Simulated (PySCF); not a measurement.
# C7H7N: the cost of one run

The runs use PySCF 2.14.0, with density-fitted response routines of our own; the level of theory stands in each step. All values are computed, except where a source is named. Atoms count from 0, in the outputs and in this text.

**1. The molecule as given**

15 atoms, charge 0, multiplicity 1; geometry from: GFN2-xTB. The atoms were then displaced at random by about 0.01 Å, so the start is not that level's minimum.

Bonds of the start (Å): C0–C1 1.30, C1–C2 1.44, C2–C3 1.43, C3–C4 1.35, C4–N5 1.31, N5–C6 1.32, C6–C7 1.38, C7–C2 1.41, C0–H8 1.10, C0–H9 1.09, C1–H10 1.08, C3–H11 1.09, C4–H12 1.08, C6–H13 1.06, C7–H14 1.10.

**2. Optimising the geometry at PBE0-D3(BJ)/def2-SVP**

Job settings and geometry (Å):

```
{"job": {"xc": "PBE0", "basis": "def2-SVP", "d3": "d3bj", "grid": 1, "shake": 0.01, "kind": "geom"}, "charge": 0, "multiplicity": 1}
C     -2.423650     0.972220     0.056640
C     -1.699010    -0.073870    -0.192630
C     -0.262600    -0.152590    -0.079030
C      0.597730     0.920820     0.322760
C      1.930220     0.725060     0.396380
N      2.534100    -0.406620     0.126210
C      1.790490    -1.430330    -0.247590
C      0.419580    -1.348320    -0.368360
H     -3.515560     0.972910    -0.043820
H     -2.034960     1.936600     0.383570
H     -2.177050    -0.991580    -0.502330
H      0.144790     1.880240     0.575300
H      2.557280     1.550450     0.701560
H      2.292840    -2.344400    -0.460350
H     -0.169530    -2.227970    -0.675530
```

Started as:

```bash
> OMP_NUM_THREADS=1 python probes_run.py task.json out
```

One launch serves the whole session: the jobs run in the order shown.

**Question.** How long does this first job take on 1 thread of INTEL XEON PLATINUM 8581C at 2.10GHz, shared host, and how much memory does it need?

About 58 s, with a peak of 0.59 GiB.
